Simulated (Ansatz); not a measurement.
# CH₆BrClOSi₂: up Jacob's ladder to CCSD(T)

An exercise on one series of results from a longer session: the logs are not shown, and one member is left open.

Computed with Ansatz 0.2.0, Gaussian basis. Level: functionals in def2-TZVPP, the program's frozen cores in correlated methods.

The runs, in order: LDA (SPW92), PBE-D4, revPBE-D4, BLYP-D4, r2SCAN-D4, B97M-V, PBE0-D4, B3LYP-D4, r2SCANh-D4, r2SCAN0-D4, HSE06-D4, BHLYP-D4, CAM-B3LYP-D4, LC-ωPBE, ωB97X-V, ωB97M-V, B2PLYP, PBE-QIDH; CCSD(T)/def2-SVP; CCSD(T)/def2-TZVPP; MP2/def2-QZVPP; extrapolation to the limit.

1 further run of the same task is left out (it didn't finish).

**The relaxed structure**

The geometry comes from an earlier relaxation with PBE0-D4 in a triple-zeta def2 set; it is a stationary point, not always the lowest conformer.

SMILES `CO[Si]([SiH3])(Cl)Br`, 12 atoms, charge 0, spin multiplicity 1.

Atoms are counted from 1 here; the program's logs count them from 0.

Bond lengths: C1–O2 1.416 Å, C1–H7 1.090 Å, C1–H8 1.093 Å, C1–H9 1.093 Å, O2–Si3 1.620 Å, Si3–Si4 2.328 Å, Si3–Cl5 2.058 Å, Si3–Br6 2.228 Å, Si4–H10 1.484 Å, Si4–H11 1.485 Å, Si4–H12 1.485 Å. Angles: O2–C1–H7 107.7°, O2–C1–H8 110.8°, O2–C1–H9 110.7°, H7–C1–H8 109.2°, H7–C1–H9 109.2°, H8–C1–H9 109.2°, C1–O2–Si3 126.9°, O2–Si3–Si4 109.4°, O2–Si3–Cl5 109.8°, O2–Si3–Br6 109.8°, Si4–Si3–Cl5 111.0°, Si4–Si3–Br6 110.5°, Cl5–Si3–Br6 106.5°, Si3–Si4–H10 108.0°, Si3–Si4–H11 109.4°, Si3–Si4–H12 109.1°, H10–Si4–H11 110.0°, H10–Si4–H12 110.0° and more.

Set-up of the first run:

The input, in.yaml:

```yaml
crystal:
  periodic: [false, false, false]
  atoms:
    - {symbol: C, position_ang: [-1.504807, -1.504960, 0.897360]}
    - {symbol: O, position_ang: [-0.609731, -0.850702, 0.016553]}
    - {symbol: Si, position_ang: [0.244739, 0.491683, 0.320088]}
    - {symbol: Si, position_ang: [1.516359, 1.036571, -1.551976]}
    - {symbol: Cl, position_ang: [1.445757, 0.194901, 1.964758]}
    - {symbol: Br, position_ang: [-1.135697, 2.162595, 0.837304]}
    - {symbol: H, position_ang: [-1.896549, -2.380942, 0.380884]}
    - {symbol: H, position_ang: [-0.990295, -1.825079, 1.807339]}
    - {symbol: H, position_ang: [-2.334558, -0.845672, 1.166317]}
    - {symbol: H, position_ang: [2.282421, 2.270190, -1.244283]}
    - {symbol: H, position_ang: [2.449504, -0.078013, -1.856806]}
    - {symbol: H, position_ang: [0.609756, 1.274330, -2.703439]}
basis:
  gaussian: {orbitals: def2-TZVPP}
hamiltonian: {xc: lda}
output: {orbitals: {seedname: orbitals}}
```

Among the steps run: LDA; PBE-D4 (GGA); revPBE-D4 (GGA); BLYP-D4 (GGA); r2SCAN-D4 (meta-GGA); B97M-V (meta-GGA); PBE0-D4 (hybrid); B3LYP-D4 (hybrid); r2SCANh-D4 (hybrid); r2SCAN0-D4 (hybrid); HSE06-D4 (hybrid); BHLYP-D4 (hybrid); CAM-B3LYP-D4 (range-separated); LC-ωPBE (range-separated); ωB97X-V (range-separated); ωB97M-V (range-separated); B2PLYP (double hybrid); PBE-QIDH (double hybrid).

One of the session's tables, all rows but one given; the rest of the session is left out.

It belongs to the step «Frontier levels by functional». 

| functional | HOMO (eV) | gap (eV) |
| --- | --- | --- |
| LDA (SPW92) | -7.21 | 5.73 |
| PBE-D4 | -7.07 | 5.82 |
| revPBE-D4 | -7.02 | 5.86 |
| BLYP-D4 | -6.91 | 5.84 |
| r2SCAN-D4 | -7.39 | 6.41 |
| B97M-V | -7.49 | 6.40 |
| PBE0-D4 | -8.27 | 7.89 |
| B3LYP-D4 | -8.05 | 7.50 |
| r2SCANh-D4 | -7.82 | 7.14 |
| r2SCAN0-D4 | -8.47 | 8.23 |
| HSE06-D4 | -7.88 | 7.12 |
| BHLYP-D4 | -9.34 | 9.96 |
| CAM-B3LYP-D4 | -9.54 | 10.26 |
| LC-ωPBE | -10.85 | 12.66 |
| ωB97X-V | ? | ? |
| ωB97M-V | -10.31 | 11.76 |

Estimate the missing values for ωB97X-V.

**Answer.** HOMO (eV): -10.53; gap (eV): 12.24. In the column «HOMO (eV)» it lies between LC-ωPBE (-10.85) and ωB97M-V (-10.31).
